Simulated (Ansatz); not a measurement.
# BH5OSiZn: up Jacob's ladder to CCSD(T)

Aim: compute BH5OSiZn with functionals from several rungs and with coupled cluster, and see how far each lands from CCSD(T) at the basis-set limit for the atomisation energy.

The runs use Ansatz 0.2.0, Gaussian basis; functionals in def2-TZVPP, the program's frozen cores in correlated methods.

The runs, in order: LDA (SPW92), PBE-D4, revPBE-D4, BLYP-D4, r2SCAN-D4, B97M-V, PBE0-D4, B3LYP-D4, r2SCANh-D4, r2SCAN0-D4, HSE06-D4, BHLYP-D4, CAM-B3LYP-D4, LC-ωPBE, ωB97X-V, ωB97M-V, B2PLYP, PBE-QIDH; CCSD(T)/def2-SVP; CCSD(T)/def2-TZVPP; MP2/def2-QZVPP; extrapolation to the limit; RPA on PBE.

### 1 The geometry

The geometry comes from an earlier relaxation with PBE0-D4 in a triple-zeta def2 set; it is a stationary point, not always the lowest conformer.

SMILES `B[O][Zn][SiH3]`, 9 atoms, charge 0, spin multiplicity 1.

Atoms are counted from 1 here; the program's logs count them from 0.

Bond lengths: B1–O2 1.334 Å, B1–H5 1.207 Å, B1–H6 1.214 Å, O2–Zn3 1.801 Å, Zn3–Si4 2.341 Å, Si4–H7 1.488 Å, Si4–H8 1.488 Å, Si4–H9 1.488 Å. Angles: O2–B1–H5 119.0°, O2–B1–H6 121.6°, H5–B1–H6 119.4°, B1–O2–Zn3 130.7°, O2–Zn3–Si4 176.7°, Zn3–Si4–H7 110.7°, Zn3–Si4–H8 110.5°, Zn3–Si4–H9 110.6°, H7–Si4–H8 108.3°, H7–Si4–H9 108.3°, H8–Si4–H9 108.3°.

### 2 LDA

This LDA is Slater exchange with PW92 correlation.

in.yaml

```yaml
crystal:
  periodic: [false, false, false]
  atoms:
    - {symbol: B, position_ang: [1.323904, 2.201956, -1.058459]}
    - {symbol: O, position_ang: [0.361788, 1.821873, -0.216013]}
    - {symbol: Zn, position_ang: [-0.235922, 0.180261, 0.221806]}
    - {symbol: Si, position_ang: [-1.099366, -1.895579, 0.874774]}
    - {symbol: H, position_ang: [1.551690, 3.379910, -1.193979]}
    - {symbol: H, position_ang: [1.972688, 1.392244, -1.689318]}
    - {symbol: H, position_ang: [-2.527159, -2.019864, 0.475441]}
    - {symbol: H, position_ang: [-0.336975, -3.001199, 0.234839]}
    - {symbol: H, position_ang: [-1.010638, -2.059591, 2.350900]}
basis:
  gaussian: {orbitals: def2-TZVPP}
hamiltonian: {xc: lda}
output: {orbitals: {seedname: orbitals}}
```

Run with:

```bash
$ ansatz run in.yaml --threads 4 --pin off --events-out ev --progress --plain --max-ram 10444MiB
```

Further steps of the session: PBE-D4 (GGA); revPBE-D4 (GGA); BLYP-D4 (GGA); r2SCAN-D4 (meta-GGA); B97M-V (meta-GGA); B3LYP-D4 (hybrid); r2SCANh-D4 (hybrid); r2SCAN0-D4 (hybrid); HSE06-D4 (hybrid); BHLYP-D4 (hybrid); CAM-B3LYP-D4 (range-separated); LC-ωPBE (range-separated); ωB97X-V (range-separated); ωB97M-V (range-separated); B2PLYP (double hybrid); PBE-QIDH (double hybrid); CCSD(T) in def2-SVP; CCSD(T) in def2-TZVPP; MP2 in def2-QZVPP; RPA on PBE orbitals.

**Question.** What will the summary of the whole plan be? Wanted: atomisation energy, CCSD(T)/CBS; farthest beyond LDA; mean size of error, GGA; mean size of error, meta-GGA; mean size of error, hybrid; mean size of error, range-separated; mean size of error, double hybrid; gap, smallest and largest; T1 diagnostic.

As calculated:

| quantity | value |
| --- | --- |
| atomisation energy, CCSD(T)/CBS | 2756.6 kJ/mol |
| functionals within 13.8 kJ/mol (0.5 %) | PBE-D4, B97M-V, B3LYP-D4, r2SCANh-D4, r2SCAN0-D4, LC-ωPBE, ωB97M-V |
| farthest beyond LDA | revPBE-D4 (-58.7 kJ/mol) |
| mean size of error, GGA | 30.5 kJ/mol |
| mean size of error, meta-GGA | 16.1 kJ/mol |
| mean size of error, hybrid | 22.7 kJ/mol |
| mean size of error, range-separated | 16.8 kJ/mol |
| mean size of error, double hybrid | 23.1 kJ/mol |
| gap, smallest and largest | 3.98 eV (LDA (SPW92)), 10.96 eV (LC-ωPBE) |
| T1 diagnostic | 0.0162 |
| triples share of the correlation energy | 3.3 % |

In words: LDA overbinds by 343.8 kJ/mol (12 %). PBE-D4 is off by +3.8 kJ/mol. Double hybrids carry the basis error of their MP2 part in triple zeta, and no dispersion term here, so their miss is partly the set-up's. By mean error the best rung here is meta-GGA (16.1 kJ/mol) and the worst beyond LDA is GGA (30.5 kJ/mol). double hybrid functionals lie within the reference's doubt of that worst mean (23.1 kJ/mol), so those two tie. The gap between the best rungs is small, so their order is not settled. The reference freezes the cores and leaves out relativity and excitations past (T), so misses under about 13.8 kJ/mol can't be ranked. Hartree-Fock recovers 76 % of the binding; the rest is correlation. CCSD(T) in def2-SVP is off by -139.5 kJ/mol, which most functionals beat. Orbital gaps span 4.0 to 11.0 eV; exact exchange widens them. For Zn the d shell is correlated and the shells below it are frozen.
